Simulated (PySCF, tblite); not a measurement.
**C₇H₁₁ClSi: geometry, infrared bands and NMR shifts**

Aim: predict the infrared bands and NMR shifts of C₇H₁₁ClSi (`C=C[C@](C)(Cl)C1=C[SiH2]C1`).

Computed with tblite 0.8.0 and PySCF 2.14.0, with density-fitted response routines of our own, on a single molecule in the gas phase. Atoms are numbered from 0 throughout.

## Step 1: The starting structure

20 atoms, charge 0, multiplicity 1; geometry from: force field or distance geometry start.

Bonds of the start (Å): C0–C1 1.33, C1–C2 1.51, C2–C3 1.55, C2–Cl4 1.80, C2–C5 1.59, C5–C6 1.36, C6–Si7 1.86, Si7–C8 1.88, C8–C5 1.57, C0–H9 1.10, C0–H10 1.09, C1–H11 1.10, C3–H12 1.08, C3–H13 1.10, C3–H14 1.10, C6–H15 1.10, Si7–H16 1.48, Si7–H17 1.49, C8–H18 1.09, C8–H19 1.09.

## Step 2: Geometry optimisation with GFN2-xTB

The job: settings as JSON, then the geometry in Å.

```
{"job": {"kind": "relax", "xc": "GFN2-xTB", "basis": "xTB"}, "charge": 0, "multiplicity": 1}
C     -2.734400     0.267100     1.229000
C     -1.841500    -0.445000     0.541100
C     -0.878100     0.020800    -0.527800
C     -0.973300     1.521600    -0.888900
Cl    -1.282100    -0.923400    -2.007200
C      0.627300    -0.310000    -0.123400
C      1.281700    -0.211200     1.069200
Si     2.940300    -0.798900     0.480200
C      1.817100    -0.793400    -1.027200
H     -3.365600    -0.203400     1.992300
H     -2.901300     1.327700     1.056000
H     -1.755800    -1.510900     0.799700
H     -0.269400     1.780100    -1.665100
H     -0.722500     2.140200    -0.017500
H     -1.978100     1.803700    -1.222000
H      0.935800     0.096200     2.070000
H      3.979800     0.255100     0.517000
H      3.301600    -2.148000     1.003100
H      2.121000    -0.082800    -1.801400
H      1.692200    -1.774900    -1.480300
```

Started as:

```
$ OMP_NUM_THREADS=1 python probes_run.py task.json out
```

The driver reads the jobs from task.json and runs them one after another.

Output:

```text
step      E/eV     max force
  0    -728.61284    1.694
  1    -728.73113    1.025
  2    -728.80346    0.681
  3    -728.86099    0.826
  4    -728.92066    0.969
  5    -728.97581    0.734
  6    -729.01115    0.476
  7    -729.03097    0.322
  8    -729.04255    0.260
  9    -729.05096    0.175
 10    -729.05545    0.162
 11    -729.05856    0.153
 12    -729.06101    0.160
 13    -729.06321    0.115
 14    -729.06511    0.103
 15    -729.06656    0.088
 16    -729.06764    0.091
 17    -729.06852    0.072
 18    -729.06919    0.056
 19    -729.06971    0.043
 20    -729.07011    0.050
 21    -729.07044    0.045
 22    -729.07071    0.035
 23    -729.07094    0.033
 24    -729.07113    0.029
 25    -729.07131    0.035
 26    -729.07146    0.028
 27    -729.07159    0.024
 28    -729.07168    0.022
 29    -729.07176    0.021
 30    -729.07184    0.023
 31    -729.07195    0.028
 32    -729.07207    0.026
 33    -729.07219    0.027
 34    -729.07232    0.031
 35    -729.07247    0.037
 36    -729.07263    0.036
 37    -729.07278    0.033
 38    -729.07292    0.034
 39    -729.07304    0.029
 40    -729.07315    0.034
 41    -729.07327    0.030
 42    -729.07339    0.025
 43    -729.07350    0.024
 44    -729.07361    0.025
 45    -729.07372    0.030
 46    -729.07382    0.023
 47    -729.07393    0.028
 48    -729.07406    0.030
 49    -729.07421    0.028
 50    -729.07435    0.027
 51    -729.07446    0.025
 52    -729.07458    0.028
 53    -729.07474    0.032
 54    -729.07502    0.054
 55    -729.07544    0.071
 56    -729.07592    0.062
 57    -729.07635    0.038
 58    -729.07669    0.034
 59    -729.07699    0.041
 60    -729.07726    0.038
 61    -729.07748    0.031
 62    -729.07766    0.029
 63    -729.07784    0.033
 64    -729.07806    0.040
 65    -729.07825    0.034
 66    -729.07840    0.027
 67    -729.07852    0.026
 68    -729.07865    0.025
 69    -729.07883    0.028
 70    -729.07894    0.028
 71    -729.07906    0.027
 72    -729.07920    0.028
 73    -729.07939    0.029
 74    -729.07960    0.042
 75    -729.07980    0.049
 76    -729.08002    0.043
 77    -729.08032    0.053
 78    -729.08069    0.053
 79    -729.08102    0.040
 80    -729.08127    0.045
 81    -729.08148    0.031
 82    -729.08168    0.033
 83    -729.08185    0.027
 84    -729.08198    0.039
 85    -729.08212    0.037
 86    -729.08235    0.039
 87    -729.08269    0.044
 88    -729.08293    0.037
 89    -729.08317    0.033
 90    -729.08342    0.042
 91    -729.08380    0.048
 92    -729.08431    0.051
 93    -729.08484    0.049
 94    -729.08535    0.054
 95    -729.08598    0.056
 96    -729.08675    0.085
 97    -729.08719    0.088
 98    -729.08807    0.080
 99    -729.08861    0.054
100    -729.08911    0.036
101    -729.08958    0.056
102    -729.09020    0.052
103    -729.09058    0.031
104    -729.09074    0.028
105    -729.09085    0.028
106    -729.09095    0.040
107    -729.09111    0.030
108    -729.09146    0.020
109    -729.09156    0.023
110    -729.09165    0.021
111    -729.09173    0.019
112    -729.09184    0.024
113    -729.09194    0.028
114    -729.09200    0.022
115    -729.09204    0.016
116    -729.09207    0.014
117    -729.09211    0.014
118    -729.09213    0.010
119    -729.09216    0.011
120    -729.09218    0.012
121    -729.09220    0.012
122    -729.09222    0.010
123    -729.09224    0.009
```

Run time: 1.2 s. Hardware: 1 thread of Arm Neoverse V1, shared host; peak memory 0.18 GiB.

Relaxation path: (not every step is listed)

```csv
step,energy from step 0 (eV),largest force (eV/Å)
0,0.0000,1.6935
1,-0.1183,1.0251
2,-0.1906,0.6813
3,-0.2482,0.8256
4,-0.3078,0.9694
5,-0.3630,0.7340
6,-0.3983,0.4761
7,-0.4181,0.3223
8,-0.4297,0.2597
19,-0.4569,0.0433
30,-0.4590,0.0234
41,-0.4604,0.0300
52,-0.4617,0.0284
63,-0.4650,0.0328
74,-0.4668,0.0419
85,-0.4693,0.0369
96,-0.4739,0.0853
107,-0.4783,0.0302
118,-0.4793,0.0105
119,-0.4793,0.0111
120,-0.4793,0.0115
121,-0.4794,0.0121
122,-0.4794,0.0102
123,-0.4794,0.0086
```

Close pairs (by a distance rule), those that changed most:

```csv
bond,before (Å),after (Å),change (Å)
C2–C5,1.593,1.495,-0.099
C5–C8,1.570,1.510,-0.061
Si7–C8,1.880,1.927,+0.047
C2–Cl4,1.801,1.835,+0.034
Si7–H17,1.491,1.460,-0.031
C6–Si7,1.856,1.886,+0.031
C6–H15,1.103,1.078,-0.025
C2–C3,1.547,1.522,-0.024
```

The next job starts from the end point, and lists it.

## Step 3: Infrared spectrum with GFN2-xTB

The job: settings as JSON, then the geometry in Å.

```
{"job": {"kind": "ir", "xc": "GFN2-xTB", "basis": "xTB"}, "charge": 0, "multiplicity": 1}
C     -2.585938     0.530395     1.240444
C     -1.758102    -0.343583     0.698233
C     -0.815186    -0.087408    -0.435531
C     -0.948892     1.282806    -1.084726
Cl    -1.254202    -1.328338    -1.713700
C      0.599452    -0.365092    -0.041541
C      1.112761    -0.656613     1.161745
Si     2.883360    -0.807871     0.528523
C      1.777893    -0.359427    -0.985199
H     -3.230397     0.250277     2.056357
H     -2.660903     1.551489     0.909210
H     -1.722055    -1.359387     1.069536
H     -0.319674     1.337979    -1.969532
H     -0.631253     2.048745    -0.379098
H     -1.979281     1.465537    -1.380046
H      0.577452    -0.740808     2.093584
H      3.834334     0.219721     0.947420
H      3.480564    -2.140256     0.513723
H      1.948440     0.609114    -1.452160
H      1.686480    -1.096602    -1.780280
```

Output:

```text
mode    cm-1     km/mol
  1      28.6      0.08
  2      61.3      0.15
  3      98.0      0.84
  4     155.2      0.88
  5     211.8      0.54
  6     253.8      0.67
  7     275.0      0.38
  8     279.3      1.65
  9     290.8      0.47
 10     374.7      0.70
 11     403.9      3.32
 12     449.9      0.78
 13     475.4     53.70
 14     493.0      1.18
 15     531.4      6.98
 16     601.9     21.27
 17     606.3    111.52
 18     674.7     17.57
 19     707.3     52.49
 20     740.4     77.80
 21     766.3    223.54
 22     795.3     90.95
 23     841.2      2.78
 24     854.9     28.62
 25     902.8     17.99
 26     929.3     13.67
 27    1002.5     14.06
 28    1027.6     12.06
 29    1054.8      4.71
 30    1064.4      4.93
 31    1072.7     30.19
 32    1146.0      3.20
 33    1160.0     28.61
 34    1207.4      2.76
 35    1263.8      6.78
 36    1297.5      1.43
 37    1390.7     12.18
 38    1411.1      0.36
 39    1459.1      2.99
 40    1484.1      5.02
 41    1491.0      2.33
 42    1618.3     29.64
 43    1707.0      4.68
 44    2267.0    431.36
 45    2280.9    253.65
 46    2986.4     35.90
 47    3007.1     28.01
 48    3019.6     18.05
 49    3036.8     18.88
 50    3044.5     11.34
 51    3063.0     18.85
 52    3081.8     43.08
 53    3111.0     16.51
 54    3135.0     28.86
```

Run time: 1.1 s. Hardware: 1 thread of Arm Neoverse V1, shared host; peak memory 0.18 GiB.

The strongest bands and the atoms that carry them (share of the mass-weighted mode):

```csv
cm⁻¹,km/mol,atoms
475,53.7,"H16 34 %, H17 34 %, Si7 11 %"
606,111.5,"H16 39 %, H17 39 %"
707,52.5,"C8 19 %, Si7 17 %, C6 14 %, C1 11 %"
740,77.8,"H18 20 %, H19 16 %, H15 15 %, C8 13 %"
766,223.5,"H17 44 %, H16 44 %"
795,91.0,"C2 22 %, C6 17 %, H15 14 %, Si7 11 %"
2267,431.4,H16 88 %
2281,253.7,H17 88 %
```

## Step 4: NMR shieldings: PBE0/pcSseg-1

Same as in step 3 but for these lines:

```diff
@@ -1,2 +1,2 @@
-{"job": {"kind": "ir", "xc": "GFN2-xTB", "basis": "xTB"}, "charge": 0, "multiplicity": 1}
+{"job": {"kind": "nmr", "xc": "PBE0", "basis": "pcSseg-1"}, "charge": 0, "multiplicity": 1}
 C     -2.585938     0.530395     1.240444
```

With the program's defaults for keys left out, this is: GIAO PBE0/pcSseg-1 NMR shielding, non-relativistic, gas phase.

Output:

```text
coarse grid: 17672 points
cycle   1  E = -1022.1979404051  dE =  1.103e+00  |g| = 5.221e-01  |ddm| = 4.182e+00
cycle   2  E = -1022.1699483443  dE =  2.799e-02  |g| = 6.341e-01  |ddm| = 1.041e+00
cycle   3  E = -1022.2671630113  dE = -9.721e-02  |g| = 9.663e-02  |ddm| = 6.135e-01
cycle   4  E = -1022.2690590382  dE = -1.896e-03  |g| = 4.751e-02  |ddm| = 1.607e-01
cycle   5  E = -1022.2695962919  dE = -5.373e-04  |g| = 1.456e-02  |ddm| = 6.677e-02
cycle   6  E = -1022.2696498310  dE = -5.354e-05  |g| = 2.152e-03  |ddm| = 1.724e-02
cycle   7  E = -1022.2696508785  dE = -1.048e-06  |g| = 6.584e-04  |ddm| = 3.181e-03
final grid: 161224 points
cycle   8  E = -1022.3240410055  dE = -6.009e-05  |g| = 9.090e-03  |ddm| = 4.658e-02
cycle   9  E = -1022.3240318854  dE =  9.120e-06  |g| = 1.056e-02  |ddm| = 2.103e-02
cycle  10  E = -1022.3240613142  dE = -2.943e-05  |g| = 1.788e-03  |ddm| = 1.389e-02
cycle  11  E = -1022.3240619970  dE = -6.828e-07  |g| = 5.839e-04  |ddm| = 2.697e-03
cycle  12  E = -1022.3240620751  dE = -7.810e-08  |g| = 1.460e-04  |ddm| = 6.458e-04
cycle  13  E = -1022.3240620804  dE = -5.254e-09  |g| = 3.826e-05  |ddm| = 2.050e-04
cycle  14  E = -1022.3240620807  dE = -3.511e-10  |g| = 9.519e-06  |ddm| = 4.586e-05
converged SCF energy = -1022.3240620807

GIAO shielding tensors (ppm)
atom      isotropic    diamagn.    paramagn.     s11        s22        s33       span
  0 C       67.324     254.759    -187.434    -42.579     73.399    171.154    213.733
  1 C       35.665     254.933    -219.268    -83.808     46.703    144.100    227.909
  2 C      113.102     242.395    -129.293     95.790    102.493    141.022     45.232
  3 C      160.329     247.440     -87.111    141.131    157.219    182.638     41.507
  4 Cl     652.336    1148.709    -496.373    431.542    494.896   1030.571    599.028
  5 C       12.070     261.436    -249.367   -112.292     21.361    127.139    239.431
  6 C       51.903     253.631    -201.728    -37.406     37.077    156.038    193.444
  7 Si     404.473     880.996    -476.523    367.415    417.123    428.880     61.465
  8 C      169.693     249.823     -80.129    156.822    163.177    189.080     32.258
  9 H       26.180      28.736      -2.556     23.594     24.993     29.953      6.359
 10 H       26.220      32.344      -6.125     22.644     24.574     31.441      8.797
 11 H       25.040      32.568      -7.528     21.980     24.386     28.755      6.775
 12 H       29.553      30.786      -1.233     25.721     29.332     33.606      7.885
 13 H       30.375      31.814      -1.439     26.767     27.299     37.060     10.293
 14 H       29.812      30.953      -1.141     26.820     27.302     35.314      8.493
 15 H       25.812      33.591      -7.779     23.758     24.576     29.102      5.344
 16 H       26.959      29.373      -2.414     23.834     24.895     32.147      8.313
 17 H       26.955      29.285      -2.330     23.857     24.918     32.089      8.232
 18 H       29.758      30.753      -0.995     25.488     29.094     34.692      9.204
 19 H       29.250      30.288      -1.038     25.023     29.210     33.517      8.494
```

Run time: 77 s. Hardware: 1 thread of Arm Neoverse V1, shared host; peak memory 1.1 GiB.

Shifts follow as δ = σ(reference) − σ, with reference shieldings (ppm) from runs at the same level and on the same kind of geometry: ¹H TMS 31.72, ¹³C TMS 186.9, ²⁹Si TMS 349.2, ³⁵Cl HCl 950. The references are single molecules in the gas phase. Atoms listed in one row are averaged.

```csv
atoms,environment,σ (ppm),δ (ppm),δ scaled to CDCl3
C5,fully substituted alkene carbon,12.1,174.9,168.7
C1,alkene CH,35.7,151.3,145.7
C6,alkene CH,51.9,135.0,129.9
C0,terminal =CH2 carbon,67.3,119.6,114.8
C2,allylic fully substituted sp3 carbon bonded to Cl,113.1,73.8,70.1
C3,methyl carbon,160.3,26.6,24.0
C8,allylic sp3 CH2 bonded to Si,169.7,17.2,14.9
H11,hydrogen on an alkene CH,25.04,6.68,6.40
H15,hydrogen on an alkene CH,25.81,5.91,5.67
H9,hydrogen on a terminal =CH2 carbon,26.18,5.54,5.33
H10,hydrogen on a terminal =CH2 carbon,26.22,5.50,5.29
H17,"hydrogen on a silicon bonded to 2 C, in a 4-membered ring",26.95,4.76,–
H16,"hydrogen on a silicon bonded to 2 C, in a 4-membered ring",26.96,4.76,–
H19,hydrogen on an allylic sp3 CH2 bonded to Si,29.25,2.47,2.43
H18,hydrogen on an allylic sp3 CH2 bonded to Si,29.76,1.96,1.95
"H12, H13, H14",hydrogen on a methyl carbon,29.91,1.80,1.81
Cl4,chlorine bonded to C,652,297,–
Si7,"silicon bonded to 2 C, 2 H, in a 4-membered ring",404.5,-55.3,–
```

The scaled column applies a straight-line fit of computed shieldings to shifts measured in CDCl3, with any fitted terms for Cl, Br or S neighbours (root-mean-square error 0.16 ppm for H, 1.9 ppm for C).

The run also stored atomic charges by several schemes (e):

```csv
atoms,Mulliken,IAO,Hirshfeld,ESP fit
C0,-0.12,-0.31,-0.09,-0.32
C1,-0.06,-0.13,-0.05,-0.14
C2,-0.50,0.06,0.06,-0.01
C3,-0.11,-0.42,-0.12,-0.57
Cl4,-0.07,-0.14,-0.06,-0.12
C5,-0.07,0.03,0.01,0.29
C6,-0.29,-0.44,-0.15,-0.47
Si7,0.68,0.75,0.35,0.53
C8,-0.40,-0.54,-0.17,-0.53
```

Mayer bond orders: C0–C1 1.99, C1–C2 0.97, C2–C3 1.03, C2–Cl4 1.08, C2–C5 0.85, C5–C6 1.81, C6–Si7 0.93, Si7–C8 0.91, C8–C5 1.01.

Ring of atoms C5, C6, Si7, C8: NICS(0) 0.2, NICS(1) -2.4, NICS(1)zz 3.3 ppm (means of both faces).

Orbitals, density, ELF and potential are computed afterwards from the orbital file.

Frontier orbitals at PBE0/pcSseg-1, with the share of their density that lies nearest to each atom:

```csv
orbital,energy (eV),lies on
HOMO,-7.60,C6 37 %; C5 29 %; Cl4 7 %
LUMO,-0.75,"Cl4 20 %; C2, C5, C6 about 14 % each; C0, C1 about 7 % each"
```

ELF in a plane through or near 9 of the atoms.

Ten even steps from ' ' (0.00) to '@' (1.00):
```
                                                        
                                                        
                                                        
                      ..**++..          ....            
                    ..**@@@@++        --%%@@==          
        ..::::..::--==%%@@@@##  ..::..%%@@@@@@--        
        --++++--++%%####@@@@--  ==++==%%@@@@@@--        
      ..++##==  ..@@##%%====    **%%%%--##%%++          
      ..--++..####==****%%++....++####..++++..          
        ..--  ==----..++++++==--==--==**%%**..          
          ..--**@@%%++##==****====..  ::++==            
            --##%%++==**++----####--..                  
            ..::++@@@@##    --++::**@@%%--              
                **@@@@@@  ==@@@@--@@@@@@@@..            
                ==@@@@##  %%@@@@####@@@@%%              
                  ----    %%@@@@++..--==..              
                          --@@%%::                      
                                                        
                                                        
                                                        
```
The map spans 13.0 Å across and 9.9 Å up, centred on the molecule. Atoms in the plane (x, y in Å): C0 (2.7, 1.0), C3 (1.2, -1.5), C6 (-1.2, 1.3), Si7 (-2.9, 0.7), H9 (3.3, 1.9), H12 (0.5, -2.3), H14 (2.2, -1.8), H15 (-0.6, 2.2), H18 (-1.8, -1.7).

log10 of the density (e/Å³) in the same plane.

Values, 10 rows by 14 columns:
```
-4.0 -4.0 -4.0 -4.0 -4.0 -4.0 -4.0 -4.0 -4.0 -4.0 -4.0 -4.0 -4.0 -4.0
-4.0 -4.0 -4.0 -3.8 -3.8 -3.3 -2.9 -3.3 -3.9 -3.7 -3.4 -3.8 -4.0 -4.0
-4.0 -3.6 -2.8 -2.4 -2.2 -1.6 -0.9 -1.6 -2.3 -2.0 -1.4 -2.1 -3.4 -4.0
-4.0 -2.7 -1.7 -0.9 -0.8 -0.2  0.2 -1.0 -1.1 -0.6  0.2 -1.1 -2.8 -4.0
-4.0 -2.5 -1.2  0.0  1.4  0.0  0.2 -0.8 -0.3  0.1  0.1 -1.4 -2.8 -4.0
-4.0 -3.0 -1.9 -0.8 -0.2 -0.1  0.0 -0.2 -0.3 -1.0 -0.9 -2.0 -3.3 -4.0
-4.0 -3.8 -2.9 -1.7 -0.6  0.2 -1.0 -0.5  1.0 -0.1 -1.5 -3.0 -4.0 -4.0
-4.0 -4.0 -4.0 -2.7 -1.5 -0.8 -1.5 -0.1 -0.2 -0.4 -1.6 -3.5 -4.0 -4.0
-4.0 -4.0 -4.0 -3.9 -3.0 -2.7 -2.5 -1.5 -1.7 -2.2 -3.0 -4.0 -4.0 -4.0
-4.0 -4.0 -4.0 -4.0 -4.0 -4.0 -4.0 -3.5 -3.5 -3.9 -4.0 -4.0 -4.0 -4.0
```
The map spans 13.0 Å across and 9.9 Å up, centred on the molecule. Atoms in the plane (x, y in Å): C0 (2.7, 1.0), C3 (1.2, -1.5), C6 (-1.2, 1.3), Si7 (-2.9, 0.7), H9 (3.3, 1.9), H12 (0.5, -2.3), H14 (2.2, -1.8), H15 (-0.6, 2.2), H18 (-1.8, -1.7).

On the surface of density 0.002 e/bohr³ the electrostatic potential runs, from the 1st to the 99th percentile, from -0.83 V near Cl4 to 1.07 V near Si7.

## Step 5: Results

| quantity | value |
| --- | --- |
| strongest single infrared mode (GFN2-xTB) | 2267 cm⁻¹, 431 km/mol |
| zero-point energy (GFN2-xTB) | 95.3 kcal/mol |
| ¹³C shifts against TMS (PBE0/pcSseg-1) | 174.9, 151.3, 135.0, 119.6, 73.8, 26.6, 17.2 ppm |
| ¹H shifts against TMS (PBE0/pcSseg-1, means over atoms taken as alike) | 6.68, 5.91, 5.54, 5.50, 4.76, 4.76, 2.47, 1.96, 1.80 ppm |
| ³⁵Cl shifts against HCl (PBE0/pcSseg-1) | 297 ppm |
| ²⁹Si shifts against TMS (PBE0/pcSseg-1) | -55.3 ppm |
| surface potential, 1st and 99th percentile | -0.83 V and 1.07 V |

What this shows: The optimisation took 123 steps and gained 0.479 eV; among the close pairs (by a distance rule), C2–C5 changed most, from 1.593 to 1.495 Å. No mode is imaginary among the 54: a minimum at this level. The strongest single mode, at 2267 cm⁻¹, moves mainly H16. GFN2-xTB is a fitted tight-binding method: band positions and strengths are rough. Its intensities can rank the bands wrongly. At PBE0/pcSseg-1: The widest tensor belongs to Cl4: span 599 ppm, with a paramagnetic part of -496 ppm. By nearest atom (PBE0/pcSseg-1), the HOMO sits on C6 37 %; C5 29 % and the LUMO on Cl4 20 %; C2, C5, C6 about 14 % each.
